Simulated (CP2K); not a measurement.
# Ta in CP2K: work function with PBE

Aim: the work function of Ta with PBE.

Program: CP2K 2026.2. These are calculated values, not measurements. Logs are shortened: lines on timing, memory, paths and dates and some standing lists are left out, and cuts for length are marked.

### Step 1. The cell of the first run

The cell holds a slab with vacuum, 5 atoms: a = 2.860 Å, b = 2.860 Å, c = 24.341 Å, α = 90.00°, β = 90.00°, γ = 109.47°.

### Step 2. Work function, PBE (the (1 1 0) slab of Ta, cut from the database cell, not relaxed)

ta_workfunction.inp reads:

```
&GLOBAL
  PROJECT ta_workfunction
  RUN_TYPE ENERGY_FORCE
  PRINT_LEVEL LOW
&END GLOBAL
&FORCE_EVAL
  METHOD QS
  &DFT
    BASIS_SET_FILE_NAME BASIS_MOLOPT_UZH
    POTENTIAL_FILE_NAME POTENTIAL_UZH
    &MGRID
      CUTOFF 450
      REL_CUTOFF 60
      NGRIDS 5
    &END MGRID
    &QS
      METHOD GPW
      EPS_DEFAULT 1.0E-10
    &END QS
    &KPOINTS
      SCHEME MONKHORST-PACK 10 10 1
      GAMMA_CENTERED T
      SYMMETRY T
      SYMMETRY_BACKEND SPGLIB
    &END KPOINTS
    &SCF
      SCF_GUESS ATOMIC
      EPS_SCF 1.0E-6
      MAX_SCF 100
      ADDED_MOS 31
      CHOLESKY OFF
      EPS_EIGVAL 1.0E-7
      &DIAGONALIZATION ON
        ALGORITHM STANDARD
      &END DIAGONALIZATION
      &MIXING ON
        METHOD BROYDEN_MIXING
        ALPHA 0.2
        BETA 1.5
        NBUFFER 8
      &END MIXING
      &SMEAR ON
        METHOD FERMI_DIRAC
        ELECTRONIC_TEMPERATURE 580.23
      &END SMEAR
    &END SCF
    &XC
      &XC_FUNCTIONAL PBE
      &END XC_FUNCTIONAL
    &END XC
    &PRINT
      &KPOINTS ON
      &END KPOINTS
      &MULLIKEN ON
      &END MULLIKEN
      &MO ON
        ENERGIES T
        OCCUPATION_NUMBERS T
        &EACH
          QS_SCF 0
        &END EACH
        ADD_LAST NUMERIC
      &END MO
      &LOWDIN ON
      &END LOWDIN
      &HIRSHFELD ON
        SHAPE_FUNCTION DENSITY
      &END HIRSHFELD
      &E_DENSITY_CUBE ON
        STRIDE 1
      &END E_DENSITY_CUBE
      &V_HARTREE_CUBE ON
        STRIDE 1
      &END V_HARTREE_CUBE
      &ELF_CUBE ON
        STRIDE 1
      &END ELF_CUBE
    &END PRINT
  &END DFT
  &SUBSYS
    &CELL
      A 2.8601008575 0.0000000000 0.0000000000
      B -0.9533669525 2.6965289483 0.0000000000
      C 0.0000000000 0.0000000000 24.3410502851
      PERIODIC XYZ
    &END CELL
    &COORD
      SCALED
      Ta  0.5000000000 0.5000000000 0.3081214620
      Ta  0.0000000000 0.0000000000 0.4040607310
      Ta  0.5000000000 0.5000000000 0.5000000000
      Ta  0.0000000000 0.0000000000 0.5959392690
      Ta  0.5000000000 0.5000000000 0.6918785380
    &END COORD
    &KIND Ta
      BASIS_SET TZVP-MOLOPT-PBE-GTH-q13
      POTENTIAL GTH-PBE-q13
    &END KIND
    &PRINT
      &ATOMIC_COORDINATES ON
      &END ATOMIC_COORDINATES
      &CELL ON
      &END CELL
      &SYMMETRY ON
      &END SYMMETRY
    &END PRINT
  &END SUBSYS
  &PRINT
    &FORCES ON
    &END FORCES
  &END PRINT
&END FORCE_EVAL
```

Potentials or basis: POTENTIAL_UZH Ta GTH-PBE-q13; TZVP-MOLOPT-PBE-GTH basis.

On the command line:

```bash
OMP_NUM_THREADS=1 mpirun -n 2 cp2k.psmp -i ta_workfunction.inp -o ta_workfunction.out
```

ta_workfunction.out:

```text

 CP2K| version string:                                       CP2K version 2026.2
 CP2K| Input file name                                       ta_workfunction.inp

 GLOBAL| Force Environment number                                              1
 GLOBAL| Basis set file name                                    BASIS_MOLOPT_UZH
 GLOBAL| Potential file name                                       POTENTIAL_UZH
 GLOBAL| MM Potential file name                                     MM_POTENTIAL
 GLOBAL| Coordinate file name                                      __STD_INPUT__
 GLOBAL| Method name                                                        CP2K
 GLOBAL| Project name                                            ta_workfunction
 GLOBAL| Run type                                                   ENERGY_FORCE
 GLOBAL| FFT library                                                       FFTW3
 GLOBAL| Diagonalization library                                       ScaLAPACK
 GLOBAL| Cholesky decomposition library                                ScaLAPACK
 GLOBAL| DGEMM library                                                      BLAS
 GLOBAL| Direct generalized diagonalization requested                          F
 GLOBAL| Matrix multiplication library                                 ScaLAPACK
 GLOBAL| Global print level                                                  LOW
 GLOBAL| Total number of message passing processes                             2
 GLOBAL| Number of threads for this process                                    1
 GLOBAL| CPU model name                                                  UNKNOWN

 CELL| Volume [angstrom^3]:                                           187.726572
 CELL| Vector a [angstrom]:       2.860     0.000     0.000   |a| =     2.860101
 CELL| Vector b [angstrom]:      -0.953     2.697     0.000   |b| =     2.860101
 CELL| Vector c [angstrom]:       0.000     0.000    24.341   |c| =    24.341050
 CELL| Angle (b,c), alpha [degree]:                                    90.000000
 CELL| Angle (a,c), beta  [degree]:                                    90.000000
 CELL| Angle (a,b), gamma [degree]:                                   109.471221
 CELL| Numerically orthorhombic:                                              NO
 CELL| Periodicity                                                           XYZ

 CELL_REF| Volume [angstrom^3]:                                       187.726572
 CELL_REF| Vector a [angstrom     2.860     0.000     0.000   |a| =     2.860101
 CELL_REF| Vector b [angstrom    -0.953     2.697     0.000   |b| =     2.860101
 CELL_REF| Vector c [angstrom     0.000     0.000    24.341   |c| =    24.341050
 CELL_REF| Angle (b,c), alpha [degree]:                                90.000000
 CELL_REF| Angle (a,c), beta  [degree]:                                90.000000
 CELL_REF| Angle (a,b), gamma [degree]:                               109.471221
 CELL_REF| Numerically orthorhombic:                                          NO
 CELL_REF| Periodicity                                                       XYZ

[... 8 lines left out ...]
 TOTAL NUMBERS AND MAXIMUM NUMBERS

  Total number of            - Atomic kinds:                                   1
                             - Atoms:                                          5
                             - Shell sets:                                     5
                             - Shells:                                        55
                             - Primitive Cartesian functions:                 30
                             - Cartesian basis functions:                    205
                             - Spherical basis functions:                    175

  Maximum angular momentum of- Orbital basis functions:                        3
                             - Local part of the GTH pseudopotential:          2
                             - Non-local part of the GTH pseudopotential:      4

 MODULE QUICKSTEP: ATOMIC COORDINATES IN ANGSTROM

   Atom Kind Element         X             Y             Z       Z(eff)     Mass
      1    1 Ta   73      0.953367      1.348264      7.500000  13.0000 180.9479
      2    1 Ta   73      0.000000      0.000000      9.835263  13.0000 180.9479
      3    1 Ta   73      0.953367      1.348264     12.170525  13.0000 180.9479
      4    1 Ta   73      0.000000      0.000000     14.505788  13.0000 180.9479
      5    1 Ta   73      0.953367      1.348264     16.841050  13.0000 180.9479

 Crystal Symmetry Information
       International Symbol:                                                Cmmm
       Point Group Symbol:                                                   mmm
       Schoenflies Symbol:                                                D2h^19
       Number of Symmetry Operations:                                          8

[... 42 lines left out ...]
 BRILLOUIN|     6           0.04000       -0.40000        0.10000        0.00000
[... 23 lines left out ...]
 BRILLOUIN|    30           0.02000        0.00000        0.50000        0.00000
 BRILLOUIN|    31           0.01000        0.50000        0.50000        0.00000
 *******************************************************************************

 Extrapolation method: initial_guess

 Number of electrons:                                                         65
 Number of occupied orbitals:                                                 33
 Number of molecular orbitals:                                                64

 Number of orbital functions:                                                175
 Number of independent orbital functions:                                    175

 SCF WAVEFUNCTION OPTIMIZATION

  Step     Update method      Time    Convergence         Total energy    Change
  ------------------------------------------------------------------------------
     1 NoMix/Diag. 0.20E+00    2.8     0.87312388      -292.7899605208 -2.93E+02
     2 Broy./Diag. 0.20E+00    3.3     0.10415424      -292.5186996468  2.71E-01
     3 Broy./Diag. 0.20E+00    3.4     0.01510954      -292.5269623611 -8.26E-03
     4 Broy./Diag. 0.20E+00    3.4     0.06130928      -291.5742204176  9.53E-01
     5 Broy./Diag. 0.20E+00    3.4     0.00754078      -290.9424103746  6.32E-01
     6 Broy./Diag. 0.20E+00    3.3     0.01279974      -290.8186969765  1.24E-01
     7 Broy./Diag. 0.20E+00    3.4     0.00109223      -290.7634720691  5.52E-02
     8 Broy./Diag. 0.20E+00    3.4     0.00395538      -290.7780981707 -1.46E-02
     9 Broy./Diag. 0.20E+00    3.4     0.00031564      -290.7846115798 -6.51E-03
    10 Broy./Diag. 0.20E+00    3.4     0.00120657      -290.7903278404 -5.72E-03
    11 Broy./Diag. 0.20E+00    3.4     0.00023213      -290.7995517351 -9.22E-03
[... 9 lines left out ...]
    21 Broy./Diag. 0.20E+00    3.4     0.00000905      -290.7999725574 -7.76E-05
    22 Broy./Diag. 0.20E+00    3.4     0.00001271      -290.8001624665 -1.90E-04
    23 Broy./Diag. 0.20E+00    3.4     0.00000820      -290.8002209629 -5.85E-05
    24 Broy./Diag. 0.20E+00    3.4     0.00000998      -290.8002112374  9.73E-06
    25 Broy./Diag. 0.20E+00    3.4     0.00000363      -290.8001799748  3.13E-05
    26 Broy./Diag. 0.20E+00    3.4     0.00001100      -290.8001801608 -1.86E-07
    27 Broy./Diag. 0.20E+00    3.4     0.00000252      -290.8001794061  7.55E-07
    28 Broy./Diag. 0.20E+00    3.4     0.00000264      -290.8001342132  4.52E-05
    29 Broy./Diag. 0.20E+00    3.4     0.00000251      -290.8001234588  1.08E-05
    30 Broy./Diag. 0.20E+00    3.4     0.00000074      -290.8001400523 -1.66E-05

  *** SCF run converged in    30 steps ***

  Electronic density on regular grids:        -65.0000000001       -0.0000000001
  Core density on regular grids:               64.9999999927       -0.0000000073
  Total charge density on r-space grids:       -0.0000000073
  Total charge density g-space grids:          -0.0000000073

  Overlap energy of the core charge distribution:               0.00000000212759
  Self energy of the core charge distribution:               -433.18235017880738
  Core Hamiltonian energy:                                     92.72827323802728
  Hartree energy:                                              83.80360554646167
  Exchange-correlation energy:                                -34.14751059661320
  Electronic entropic energy:                                  -0.00215806589893
  Fermi energy:                                                 0.14119816182196

  Total energy:                                              -290.80014005228549
  Total energy (extrapolated to T->0):                       -290.79906101933602

 MO| EIGENVALUES AND OCCUPATION NUMBERS FOR K POINT 1
 MO|
 MO|  Index      Eigenvalue [a.u.]        Eigenvalue [eV]             Occupation
 MO|      1              -2.328110             -63.351095               2.000000
 MO|      2              -2.328110             -63.351092               2.000000
 MO|      3              -2.314740             -62.987267               2.000000
 MO|      4              -2.314403             -62.978095               2.000000
 MO|      5              -2.312138             -62.916472               2.000000
 MO|      6              -1.124374             -30.595783               2.000000
[... 966 lines left out ...]
 MO|     63               0.764827              20.811988               0.000000
 MO|     64               0.775026              21.089519               0.000000
 MO| Sum:                                                              69.974269
 MO| E(Fermi):            0.141198 a.u.          3.842197 eV

 [... the levels of further k-points ...]

 The electron density is written in Cube    file format to the file:

 ta_workfunction-ELECTRON_DENSITY-1_0.cube

 !-----------------------------------------------------------------------------!
                     Mulliken Population Analysis

 #  Atom  Element  Kind  Atomic population                           Net charge
       1     Ta       1         12.994614                              0.005386
       2     Ta       1         13.014621                             -0.014621
       3     Ta       1         12.981531                              0.018469
       4     Ta       1         13.014620                             -0.014620
       5     Ta       1         12.994614                              0.005386
 # Total charge                             65.000000                 -0.000000

 !-----------------------------------------------------------------------------!

 !-----------------------------------------------------------------------------!
                           Hirshfeld Charges

  #Atom  Element  Kind  Ref Charge     Population                    Net charge
      1       Ta     1      13.000         12.997                         0.003
      2       Ta     1      13.000         13.002                        -0.002
      3       Ta     1      13.000         13.001                        -0.001
      4       Ta     1      13.000         13.002                        -0.002
      5       Ta     1      13.000         12.997                         0.003

  Total Charge                                                            0.000
 !-----------------------------------------------------------------------------!

 LOWDIN POPULATION ANALYSIS

 #  Atom  Element  Kind  Atomic population                           Net charge
       1     Ta       1         12.975263                              0.024737
       2     Ta       1         13.024442                             -0.024442
       3     Ta       1         13.000590                             -0.000590
       4     Ta       1         13.024442                             -0.024442
       5     Ta       1         12.975263                              0.024737
 # Total charge                             65.000000                 -0.000000

               ----- ELF is computed on the real space grid -----

 ELF is written in Cube    file format to the file:

 ta_workfunction-ELF_S1-1_0.cube

 ENERGY| Total FORCE_EVAL ( QS ) energy [hartree]           -290.800150747959663

 FORCES| Atomic forces [hartree/bohr]
 FORCES|   Atom     x               y               z               |f|
 FORCES|      1 -1.41929624E-14 -3.66027766E-14  8.66713185E-03   8.66713185E-03
 FORCES|      2 -5.93275678E-15 -3.36531510E-14 -9.95238417E-03   9.95238417E-03
 FORCES|      3 -1.91425686E-14 -1.88091825E-14 -6.79017687E-09   6.79017687E-09
 FORCES|      4 -3.57914784E-15 -3.39137290E-14  9.95237572E-03   9.95237572E-03
 FORCES|      5 -1.50562941E-14 -2.85944115E-14 -8.66711660E-03   8.66711660E-03
 FORCES| Sum    -5.79037296E-14 -1.51573251E-13  4.20542073E-12
 FORCES| Total atomic force                                       4.20854973E-12
```

Wall time 2 min (2 MPI ranks of Arm Neoverse V2, shared host).

What came out:

| Property | Result |
| --- | --- |
| Free energy | -7913.0745 eV |
| Largest force | 0.512 eV/Å |
| Band gap on the k mesh | none (metal or under the smearing width) |
| Work function | 5.02 eV |
| Work function of the upper face | 5.02 eV |
| Work function of the lower face | 5.02 eV |

Forces in eV/Å, atoms in the order of the input:
```
Ta   0.000  0.000  0.446
Ta   0.000  0.000 -0.512
Ta   0.000  0.000  0.000
Ta   0.000  0.000  0.512
Ta   0.000  0.000 -0.446
```

Levels at points of the mesh, in eV from the Fermi level:
```tsv
k point	band 29	band 30	band 31	band 32	band 33	band 34	band 35	band 36
(0.00, 0.00, 0.00)	-0.33	-0.33	-0.05	0.26	0.42	0.52	0.65	1.05
(0.00, 0.50, 0.00)	-1.41	-1.38	-0.37	0.02	0.56	1.10	1.61	3.12
(0.50, 0.50, 0.00)	-1.22	-0.30	-0.17	1.23	1.79	1.80	2.09	2.37
```

Caveat: the basis of atomic orbitals isn't converged, which shifts pressures, moduli and gaps. Spin-orbit coupling is left out, which matters for the levels of Ta.
